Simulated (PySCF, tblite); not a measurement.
# C₅H₅FN₂: dynamics, then NMR shifts on frames, part 2 of 2

tblite 0.8.0 and PySCF 2.14.0. Atoms count from 0. Earlier steps stand in the parts before.

### 5 Nuclear shieldings: 625 fs, PBE0/pcSseg-1

Job settings and geometry (Å):

```
{"job": {"kind": "nmr", "xc": "PBE0", "basis": "pcSseg-1", "pop": false}, "charge": 0, "multiplicity": 1}
F      1.436700    -1.341800     1.501000
C      1.096700    -0.725200     0.265100
C     -0.448000    -0.596800     0.281800
C     -1.317100    -0.971100     1.320700
C     -2.611800    -0.637300     1.150800
N     -3.142300    -0.169100     0.026400
N     -2.379600     0.105000    -0.953300
C     -1.022400    -0.009400    -0.841400
H      1.384600    -1.525900    -0.455500
H      1.578400     0.267900     0.196200
H     -0.976700    -1.130300     2.324300
H     -3.397800    -0.792000     1.843200
H     -0.407900     0.240400    -1.754300
```

Level: GIAO PBE0/pcSseg-1 NMR shielding, non-relativistic, gas phase.

The log of the run:

```text
coarse grid: 11744 points
cycle   1  E = -402.2148671997  dE =  1.346e+00  |g| = 5.311e-01  |ddm| = 3.541e+00
cycle   2  E = -402.1665007537  dE =  4.837e-02  |g| = 7.785e-01  |ddm| = 1.259e+00
cycle   3  E = -402.2662618381  dE = -9.976e-02  |g| = 8.925e-02  |ddm| = 7.467e-01
cycle   4  E = -402.2672822258  dE = -1.020e-03  |g| = 5.524e-02  |ddm| = 1.061e-01
cycle   5  E = -402.2680323714  dE = -7.501e-04  |g| = 1.126e-02  |ddm| = 6.332e-02
cycle   6  E = -402.2680585481  dE = -2.618e-05  |g| = 4.079e-03  |ddm| = 1.555e-02
cycle   7  E = -402.2680622446  dE = -3.697e-06  |g| = 1.110e-03  |ddm| = 4.912e-03
final grid: 116488 points
cycle   8  E = -402.3192537197  dE = -3.222e-05  |g| = 7.090e-03  |ddm| = 3.456e-02
cycle   9  E = -402.3192453008  dE =  8.419e-06  |g| = 9.842e-03  |ddm| = 1.808e-02
cycle  10  E = -402.3192650120  dE = -1.971e-05  |g| = 1.664e-03  |ddm| = 9.848e-03
cycle  11  E = -402.3192656380  dE = -6.260e-07  |g| = 4.323e-04  |ddm| = 1.934e-03
cycle  12  E = -402.3192656787  dE = -4.071e-08  |g| = 1.535e-04  |ddm| = 5.533e-04
cycle  13  E = -402.3192656829  dE = -4.199e-09  |g| = 2.850e-05  |ddm| = 1.421e-04
cycle  14  E = -402.3192656830  dE = -1.121e-10  |g| = 1.823e-05  |ddm| = 4.199e-05
converged SCF energy = -402.3192656830

GIAO shielding tensors (ppm)
atom      isotropic    diamagn.    paramagn.     s11        s22        s33       span
  0 F      425.716     470.732     -45.015    405.080    425.906    446.162     41.082
  1 C       92.743     240.654    -147.912     58.205     72.121    147.902     89.697
  2 C       39.043     265.102    -226.059    -62.305     14.142    165.292    227.597
  3 C       72.349     248.854    -176.505    -34.407     55.351    196.102    230.509
  4 C       35.121     249.295    -214.175    -89.371     41.945    152.789    242.160
  5 N     -200.615     323.683    -524.298   -637.549   -218.807    254.511    892.060
  6 N     -235.797     321.626    -557.422   -742.256   -218.061    252.927    995.183
  7 C       22.832     249.800    -226.969   -118.468     47.123    139.839    258.307
  8 H       24.815      27.232      -2.417     19.814     25.370     29.263      9.450
  9 H       25.340      27.975      -2.635     20.859     26.123     29.038      8.178
 10 H       24.501      30.888      -6.387     20.428     23.438     29.637      9.209
 11 H       22.409      28.393      -5.984     19.402     19.519     28.304      8.903
 12 H       21.332      30.055      -8.723     16.735     19.347     27.914     11.179
```

Wall time 16 s (1 thread of Arm Neoverse V1, shared host); peak memory 0.75 GiB.

This run: δ C7 164.1, C4 151.8, C2 147.9, C3 114.6, H12 10.38, H11 9.31 ppm.

### 6 Nuclear shieldings: 800 fs, PBE0/pcSseg-1

Job settings and geometry (Å):

```
{"job": {"kind": "nmr", "xc": "PBE0", "basis": "pcSseg-1", "pop": false}, "charge": 0, "multiplicity": 1}
F      1.171400    -1.775800     1.322000
C      0.915100    -0.642500     0.644700
C     -0.559000    -0.432300     0.280500
C     -1.579800    -0.732700     1.103900
C     -2.908300    -0.395100     0.875200
N     -3.226400     0.124700    -0.311000
N     -2.218800     0.310700    -1.176500
C     -0.966400    -0.025000    -1.014500
H      1.478000    -0.721400    -0.246200
H      1.277700     0.196300     1.279400
H     -1.297300    -1.182500     2.054400
H     -3.616900    -0.726200     1.596600
H     -0.361000     0.179100    -1.952500
```

Method: GIAO PBE0/pcSseg-1 NMR shielding, non-relativistic, gas phase.

The log of the run:

```text
coarse grid: 11744 points
cycle   1  E = -402.2222818248  dE =  1.410e+00  |g| = 4.925e-01  |ddm| = 3.565e+00
cycle   2  E = -402.2039137315  dE =  1.837e-02  |g| = 6.266e-01  |ddm| = 1.177e+00
cycle   3  E = -402.2647180143  dE = -6.080e-02  |g| = 9.621e-02  |ddm| = 6.576e-01
cycle   4  E = -402.2658630569  dE = -1.145e-03  |g| = 5.606e-02  |ddm| = 1.093e-01
cycle   5  E = -402.2666444320  dE = -7.814e-04  |g| = 9.950e-03  |ddm| = 6.839e-02
cycle   6  E = -402.2666636333  dE = -1.920e-05  |g| = 4.541e-03  |ddm| = 1.372e-02
cycle   7  E = -402.2666679971  dE = -4.364e-06  |g| = 8.189e-04  |ddm| = 4.187e-03
final grid: 116488 points
cycle   8  E = -402.3181465473  dE = -3.538e-05  |g| = 6.698e-03  |ddm| = 3.423e-02
cycle   9  E = -402.3181421025  dE =  4.445e-06  |g| = 8.459e-03  |ddm| = 1.615e-02
cycle  10  E = -402.3181564767  dE = -1.437e-05  |g| = 1.606e-03  |ddm| = 8.702e-03
cycle  11  E = -402.3181570413  dE = -5.646e-07  |g| = 4.331e-04  |ddm| = 1.778e-03
cycle  12  E = -402.3181570813  dE = -4.000e-08  |g| = 1.443e-04  |ddm| = 5.750e-04
cycle  13  E = -402.3181570852  dE = -3.838e-09  |g| = 3.263e-05  |ddm| = 1.525e-04
cycle  14  E = -402.3181570854  dE = -1.891e-10  |g| = 1.714e-05  |ddm| = 4.547e-05
converged SCF energy = -402.3181570854

GIAO shielding tensors (ppm)
atom      isotropic    diamagn.    paramagn.     s11        s22        s33       span
  0 F      435.835     469.193     -33.359    394.432    425.549    487.523     93.091
  1 C      104.654     240.149    -135.495     74.176     88.646    151.140     76.964
  2 C       49.596     262.216    -212.620    -53.568     27.931    174.426    227.994
  3 C       59.698     253.687    -193.989    -54.986     48.025    186.054    241.040
  4 C       25.268     253.189    -227.922   -118.602     39.579    154.827    273.429
  5 N     -221.871     320.489    -542.361   -686.620   -213.934    234.940    921.561
  6 N     -235.222     321.489    -556.711   -719.952   -226.407    240.692    960.644
  7 C       30.577     247.797    -217.220    -91.928     48.806    134.852    226.780
  8 H       26.720      30.319      -3.599     21.649     26.811     31.700     10.051
  9 H       25.890      28.265      -2.374     22.072     26.011     29.588      7.517
 10 H       24.273      32.024      -7.751     19.883     22.894     30.043     10.160
 11 H       21.793      28.427      -6.634     17.063     20.642     27.675     10.612
 12 H       20.995      29.174      -8.180     17.845     18.583     26.556      8.710
```

It took 16 s on 1 thread of Arm Neoverse V1, shared host; peak memory 0.75 GiB.

This run: δ C4 161.7, C7 156.3, C2 137.3, C3 127.2, H12 10.72, H11 9.92 ppm.

### 7 NMR shieldings: 1000 fs, PBE0/pcSseg-1

Job settings and geometry (Å):

```
{"job": {"kind": "nmr", "xc": "PBE0", "basis": "pcSseg-1", "pop": false}, "charge": 0, "multiplicity": 1}
F      1.054100    -1.976100     1.381100
C      0.736500    -0.781400     0.799000
C     -0.676700    -0.731200     0.450700
C     -1.669700    -1.380000     1.084700
C     -3.015700    -1.069400     0.704900
N     -3.278000    -0.118400    -0.139200
N     -2.295900     0.449200    -0.778900
C     -1.073100     0.150500    -0.578100
H      1.351500    -0.618600    -0.186300
H      0.984900     0.003500     1.599100
H     -1.398700    -1.992600     1.885600
H     -3.899000    -1.555000     1.131500
H     -0.281900     0.746800    -0.994900
```

With the program's defaults for keys left out, this is: GIAO PBE0/pcSseg-1 NMR shielding, non-relativistic, gas phase.

The log of the run:

```text
coarse grid: 11744 points
cycle   1  E = -402.2230470037  dE =  1.563e+00  |g| = 5.047e-01  |ddm| = 3.575e+00
cycle   2  E = -402.2001476746  dE =  2.290e-02  |g| = 6.636e-01  |ddm| = 1.236e+00
cycle   3  E = -402.2689001718  dE = -6.875e-02  |g| = 9.438e-02  |ddm| = 6.808e-01
cycle   4  E = -402.2700073428  dE = -1.107e-03  |g| = 5.365e-02  |ddm| = 1.036e-01
cycle   5  E = -402.2707059103  dE = -6.986e-04  |g| = 1.090e-02  |ddm| = 6.855e-02
cycle   6  E = -402.2707306306  dE = -2.472e-05  |g| = 4.047e-03  |ddm| = 1.572e-02
cycle   7  E = -402.2707340778  dE = -3.447e-06  |g| = 9.318e-04  |ddm| = 4.328e-03
final grid: 116488 points
cycle   8  E = -402.3216314641  dE = -3.564e-05  |g| = 6.763e-03  |ddm| = 4.256e-02
cycle   9  E = -402.3216247076  dE =  6.756e-06  |g| = 9.093e-03  |ddm| = 1.765e-02
cycle  10  E = -402.3216417063  dE = -1.700e-05  |g| = 1.639e-03  |ddm| = 9.527e-03
cycle  11  E = -402.3216423267  dE = -6.204e-07  |g| = 4.127e-04  |ddm| = 1.892e-03
cycle  12  E = -402.3216423621  dE = -3.535e-08  |g| = 1.553e-04  |ddm| = 5.651e-04
cycle  13  E = -402.3216423664  dE = -4.310e-09  |g| = 3.761e-05  |ddm| = 1.656e-04
cycle  14  E = -402.3216423666  dE = -2.576e-10  |g| = 1.828e-05  |ddm| = 4.969e-05
converged SCF energy = -402.3216423666

GIAO shielding tensors (ppm)
atom      isotropic    diamagn.    paramagn.     s11        s22        s33       span
  0 F      422.792     469.499     -46.707    393.802    420.987    453.588     59.786
  1 C       94.979     241.527    -146.548     63.970     79.355    141.613     77.644
  2 C       45.713     268.029    -222.316    -71.775     30.508    178.406    250.181
  3 C       62.692     248.049    -185.356    -52.931     49.980    191.028    243.959
  4 C       31.975     250.827    -218.852    -96.313     38.456    153.782    250.095
  5 N     -178.056     322.137    -500.193   -601.497   -187.038    254.367    855.864
  6 N     -181.603     322.647    -504.250   -634.484   -177.860    267.536    902.021
  7 C       39.882     250.628    -210.747    -85.221     57.381    147.484    232.705
  8 H       24.515      27.190      -2.675     19.815     24.926     28.805      8.989
  9 H       24.732      27.759      -3.027     20.736     25.222     28.237      7.501
 10 H       24.581      32.764      -8.183     20.990     22.154     30.600      9.610
 11 H       22.037      26.516      -4.479     19.110     19.984     27.017      7.907
 12 H       22.637      32.137      -9.500     18.012     20.394     29.505     11.492
```

Wall time 16 s (1 thread of Arm Neoverse V1, shared host); peak memory 0.75 GiB.

In short: δ C4 154.9, C7 147.0, C2 141.2, C3 124.2, H11 9.68, H12 9.08 ppm.

### 8 Side by side: NMR shifts

Shifts (ppm) of some atoms, chosen among heavy atoms and hydrogens apart, with basis size and wall time:

```csv
frame,C4,C7,H12,H8,F0,N6,N5,functions,time
250 fs,169.0,148.9,9.39,4.75,-248.9,502.1,483.9,161,16 s
425 fs,160.8,152.9,9.60,5.73,-282.0,484.8,446.3,161,15 s
625 fs,151.8,164.1,10.38,6.90,-254.8,503.5,468.3,161,16 s
800 fs,161.7,156.3,10.72,5.00,-264.9,503.0,489.6,161,16 s
1000 fs,154.9,147.0,9.08,7.20,-251.8,449.3,445.8,161,16 s
```

### 9 Outcome

This closing draws on all 2 parts.

```
                                        quantity                                 value
                                      thermostat                                 300 K
                   mean temperature, second half                                 345 K
         mean potential energy above the minimum                               0.53 eV
  ¹³C shifts against TMS (PBE0/pcSseg-1, 250 fs)  169.0, 148.9, 136.9, 124.5, 92.0 ppm
   ¹H shifts against TMS (PBE0/pcSseg-1, 250 fs)     10.01, 9.39, 7.50, 7.28, 4.75 ppm
¹⁹F shifts against CFCl3 (PBE0/pcSseg-1, 250 fs)                            -248.9 ppm
  ¹⁵N shifts against NH3 (PBE0/pcSseg-1, 250 fs)                      502.1, 483.9 ppm
                        range of the shift of N6                    449.3 to 503.5 ppm
```

In the second half the potential energy averages 0.53 eV above the minimum; equipartition over 33 harmonic modes at 300 K would give 0.43 eV. With 13 atoms the temperature swings widely (172 to 469 K). Shifts at one fixed geometry are not the observed spectrum, which averages over the motion. In the first frame run (250 fs): The widest tensor belongs to N6: span 988 ppm, with a paramagnetic part of -556 ppm. NICS(1)zz of -28 ppm above the planar ring from C2 marks a diatropic (aromatic) ring current. Across the 5 runs the shift of N6 moves most, between 449.3 (1000 fs) and 503.5 ppm (625 fs).
